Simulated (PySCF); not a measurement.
# SnTe: bond curves at several levels of theory

The task here is to estimate one member of a computed series from the others.

Method: Sn cc-pVDZ-PP with ECP28, Te cc-pVDZ-PP with ECP28, scalar-relativistic core potentials; program: PySCF 2.14.0.

The first run:

Settings of the job:

| Property | Result |
| --- | --- |
| atoms | Sn, Te |
| charge | 0 |
| basis | Sn cc-pVDZ-PP with ECP28, Te cc-pVDZ-PP with ECP28 |
| Hamiltonian | scalar-relativistic core potentials |
| basis functions | 46 |
| electrons treated | 46 |
| masses in u | 119.9022, 129.9062 |
| levels | PBE0, PBE, r²SCAN, M06-L, B97-3, r²SCANh, HF, MP2, SCS-MP2, CCSD, CCSD(T) |
| grid | 80 radial by 434 angular points |
| occupations | held fixed by the projection of orbital angular momentum |
| dissociation limit | Sn + Te, each in its ground configuration |
| starting distance in angstrom | 2.670 |
| values of 2S to try | 0, 2, 4 |

Run with:

```sh
OMP_NUM_THREADS=1 python dia.py task.json out
```

Among the steps run: The job; The PBE0 curve of the state that the search chose; Higher solutions at PBE0; PBE; r²SCAN; M06-L (meta-GGA); B97-3 (global hybrid GGA); r²SCANh; RHF (mean field); MP2 and coupled cluster.

One table of the session follows, with a row left open; its other results are not shown here.

Energy (eV) from each level's lowest point:

```
R (Å)    RHF  RHF-MP2  RHF-SCS-MP2  RHF-CCSD  RHF-CCSD(T)
2.183  1.573    1.799        1.806       n/a          n/a
2.285  0.661    0.827        0.831     0.813        0.882
2.387  0.179    0.281        0.283     0.271        0.316
2.463  0.024    0.076        0.077     0.070        0.094
2.539  0.000    0.000        0.000     0.000        0.000
2.615      ?        ?            ?         ?            ?
2.717  0.290    0.168        0.166     0.182        0.115
2.844  0.679    0.475        0.472     0.495        0.368
2.996  1.244    0.967        0.959     0.972        0.758
3.199  2.045    1.792        1.765       n/a          n/a
```

Estimate the missing values for R (Å) = 2.615.

Worked estimate for «RHF». A straight line through the neighbours (2.539, 0.000) and (2.717, 0.290) gives 0.000 + (0.290 − 0.000) × (2.615 − 2.539) / (2.717 − 2.539) = 0.124; a parabola fitted to 4 rows on both sides gives 0.084.

The run gave: RHF: 0.076; RHF-MP2: 0.023; RHF-SCS-MP2: 0.023; RHF-CCSD: 0.030; RHF-CCSD(T): 0.003. In «RHF» the line misses by +0.048 and the parabola by +0.008.
